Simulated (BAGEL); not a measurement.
# BN2H5S (SMILES NB(N)S) at HF/cc-pVDZ (density fitting with qzvpp-jkfit)

What is the energy change on altering one bond length of BN2H5S at HF/cc-pVDZ (density fitting with qzvpp-jkfit)? 

The calculation is run with BAGEL 1.2.2.

1 further run of the same task is left out (set aside as unsound or not needed).

### 1 The system as given

BN2H5S has 9 atoms, charge 0, and is taken as a singlet. SMILES: `NB(N)S`. The shape is that of a PBE0-D4/def2-TZVP optimisation.

Bond lengths: N1–B2 1.411 Å, B2–N3 1.411 Å, B2–S4 1.844 Å, N1–H5 1.004 Å, N1–H6 1.002 Å, N3–H7 1.003 Å, N3–H8 1.004 Å, S4–H9 1.340 Å. Angles: N1–B2–N3 122.3°, N1–B2–S4 121.3°, N3–B2–S4 116.4°, B2–N1–H5 122.9°, B2–N1–H6 123.2°, B2–N3–H7 122.8°, B2–N3–H8 123.3°, B2–S4–H9 97.0°, H5–N1–H6 113.7°, H7–N3–H8 113.9°.

### 2 The energy at HF/cc-pVDZ (density fitting with qzvpp-jkfit)

job.json reads:

```json
{ "bagel" : [

{
  "title" : "molecule",
  "basis" : "cc-pvdz.json",
  "df_basis" : "qzvpp-jkfit",
  "angstrom" : true,
  "geometry" : [
    { "atom" : "N", "xyz" : [    0.043100,    1.056300,   -0.636400 ] },
    { "atom" : "B", "xyz" : [   -0.027600,   -0.118300,    0.142200 ] },
    { "atom" : "N", "xyz" : [    0.800700,   -1.234400,   -0.099000 ] },
    { "atom" : "S", "xyz" : [   -1.208800,   -0.262900,    1.551400 ] },
    { "atom" : "H", "xyz" : [    0.653400,    1.149100,   -1.428800 ] },
    { "atom" : "H", "xyz" : [   -0.454000,    1.896300,   -0.409300 ] },
    { "atom" : "H", "xyz" : [    0.697300,   -2.103500,    0.390600 ] },
    { "atom" : "H", "xyz" : [    1.543400,   -1.234200,   -0.774400 ] },
    { "atom" : "H", "xyz" : [   -1.958900,    0.805200,    1.246300 ] }
  ]
},
{
  "title" : "hf"
},
{
  "title" : "print",
  "file" : "orbitals.molden",
  "orbitals" : true
}

]}
```

The basis set cc-pVDZ is read from a file made from the Basis Set Exchange's data (not shown).

On the command line:

```console
$ BAGEL_NUM_THREADS=1 BAGEL job.json > job.out
```

What it wrote:

```text
* using 1 threads per process

  ===============================================================
  ===============================================================

  *** Geometry ***

  { "atom" : "N", "xyz" : [      0.081447,      1.996118,     -1.202622 ] },
  { "atom" : "B", "xyz" : [     -0.052156,     -0.223555,      0.268719 ] },
  { "atom" : "N", "xyz" : [      1.513104,     -2.332678,     -0.187083 ] },
  { "atom" : "S", "xyz" : [     -2.284301,     -0.496809,      2.931721 ] },
  { "atom" : "H", "xyz" : [      1.234747,      2.171484,     -2.700041 ] },
  { "atom" : "H", "xyz" : [     -0.857936,      3.583488,     -0.773465 ] },
  { "atom" : "H", "xyz" : [      1.317706,     -3.975039,      0.738127 ] },
  { "atom" : "H", "xyz" : [      2.916603,     -2.332300,     -1.463404 ] },
  { "atom" : "H", "xyz" : [     -3.701785,      1.521607,      2.355166 ] },

  Number of auxiliary basis functions:      447

  Since a DF basis is specified, we compute 2- and 3-index integrals:
    o Being stored without compression. Storage requirement is 0.026 GB

  Number of basis functions:       85
  Number of electrons      :       40

    * METHOD: MOLECULE                             0.22

  *** RHF ***

  === Nuclear Repulsion ===
   148.3546575523

      * DIIS with orbital gradients will be used.

  === RHF iteration (cc-pvdz.json) ===
      0       -533.84738205          0.02084806           0.06
      1       -534.07725575          0.01191348           0.06
      2       -534.15372213          0.00156969           0.06
      3       -534.15564103          0.00019924           0.06
      4       -534.15567836          0.00006168           0.06
      5       -534.15568243          0.00001541           0.06
      6       -534.15568277          0.00000397           0.06
      7       -534.15568279          0.00000111           0.06
      8       -534.15568279          0.00000044           0.06
      9       -534.15568279          0.00000011           0.06
     10       -534.15568279          0.00000004           0.06
     11       -534.15568279          0.00000001           0.06
     12       -534.15568279          0.00000000           0.06
    * SCF iteration converged.

    * Permanent dipole moment:
           (   -0.526799,    -0.347504,     0.852606) a.u.

    * METHOD: HF                                   0.97

    * METHOD: PRINT                                0.02

  ===============================================================
```

It took 1.4 s on 1 thread of Arm Neoverse V1, shared host; peak memory 0.11 GiB.

### 3 The distorted shape

hf.json reads:

```json
{ "bagel": [

{
  "title": "molecule",
  "basis": "cc-pvdz.json",
  "df_basis": "qzvpp-jkfit",
  "angstrom": true,
  "geometry": [
    { "atom": "N", "xyz": [       0.078451,       1.643609,      -1.025706 ] },
    { "atom": "B", "xyz": [      -0.027600,      -0.118300,       0.142200 ] },
    { "atom": "N", "xyz": [       0.800700,      -1.234400,      -0.099000 ] },
    { "atom": "S", "xyz": [      -1.208800,      -0.262900,       1.551400 ] },
    { "atom": "H", "xyz": [       0.688751,       1.736409,      -1.818106 ] },
    { "atom": "H", "xyz": [      -0.418649,       2.483609,      -0.798606 ] },
    { "atom": "H", "xyz": [       0.697300,      -2.103500,       0.390600 ] },
    { "atom": "H", "xyz": [       1.543400,      -1.234200,      -0.774400 ] },
    { "atom": "H", "xyz": [      -1.958900,       0.805200,       1.246300 ] }
  ]
},

{
  "title": "hf"
},

{
  "title": "print",
  "file": "orbitals.molden",
  "orbitals": true
}

]}
```

The basis set cc-pVDZ is read from a file made from the Basis Set Exchange's data (not shown).

On the command line:

```console
$ BAGEL_NUM_THREADS=1 BAGEL hf.json > hf.out
```

What it wrote:

```text
* using 1 threads per process

  ===============================================================
  ===============================================================

  *** Geometry ***

  { "atom" : "N", "xyz" : [      0.148251,      3.105971,     -1.938303 ] },
  { "atom" : "B", "xyz" : [     -0.052156,     -0.223555,      0.268719 ] },
  { "atom" : "N", "xyz" : [      1.513104,     -2.332678,     -0.187083 ] },
  { "atom" : "S", "xyz" : [     -2.284301,     -0.496809,      2.931721 ] },
  { "atom" : "H", "xyz" : [      1.301551,      3.281337,     -3.435722 ] },
  { "atom" : "H", "xyz" : [     -0.791132,      4.693341,     -1.509147 ] },
  { "atom" : "H", "xyz" : [      1.317706,     -3.975039,      0.738127 ] },
  { "atom" : "H", "xyz" : [      2.916603,     -2.332300,     -1.463404 ] },
  { "atom" : "H", "xyz" : [     -3.701785,      1.521607,      2.355166 ] },

  Number of auxiliary basis functions:      447

  Since a DF basis is specified, we compute 2- and 3-index integrals:
    o Being stored without compression. Storage requirement is 0.026 GB

  Number of basis functions:       85
  Number of electrons      :       40

    * METHOD: MOLECULE                             0.21

  *** RHF ***

  === Nuclear Repulsion ===
   135.6088003375

      * DIIS with orbital gradients will be used.

  === RHF iteration (cc-pvdz.json) ===
      0       -533.66098212          0.02169898           0.07
      1       -533.88891834          0.01504061           0.06
      2       -534.01776495          0.00198424           0.06
      3       -534.02118986          0.00090751           0.06
      4       -534.02178972          0.00017543           0.06
      5       -534.02184154          0.00007872           0.06
      6       -534.02185184          0.00003500           0.06
      7       -534.02185432          0.00001008           0.06
      8       -534.02185448          0.00000463           0.06
      9       -534.02185451          0.00000161           0.06
     10       -534.02185452          0.00000074           0.06
     11       -534.02185452          0.00000025           0.06
     12       -534.02185452          0.00000010           0.06
     13       -534.02185452          0.00000005           0.06
     14       -534.02185452          0.00000002           0.06
     15       -534.02185452          0.00000001           0.06
     16       -534.02185452          0.00000001           0.06
    * SCF iteration converged.

    * Permanent dipole moment:
           (   -0.372317,     0.668835,     0.095932) a.u.

    * METHOD: HF                                   1.25

    * METHOD: PRINT                                0.02

  ===============================================================
```

It took 1.6 s on 1 thread of Arm Neoverse V1, shared host; peak memory 0.11 GiB.

### 4 Outcome

Level: HF/cc-pVDZ (density fitting with qzvpp-jkfit).

| quantity | value |
| --- | --- |
| first shape: total energy | -534.15568 Eh |
| first shape: dipole moment | 2.70 D |
| first shape: HOMO energy | -9.56 eV |
| first shape: LUMO energy | 4.35 eV |
| first shape: HOMO–LUMO gap | 13.91 eV |
| distorted shape: total energy | -534.02185 Eh |
| distorted shape: dipole moment | 1.96 D |
| distorted shape: HOMO energy | -9.14 eV |
| distorted shape: LUMO energy | 4.02 eV |
| distorted shape: HOMO–LUMO gap | 13.16 eV |
| energy change with the N1–B2 bond stretched from 1.411 to 2.117 Å | 3.642 eV |

With the N1–B2 bond stretched from 1.411 to 2.117 Å the energy rises by 3.64 eV (351 kJ/mol). The first shape isn't relaxed at this level, so the change isn't measured from a minimum.
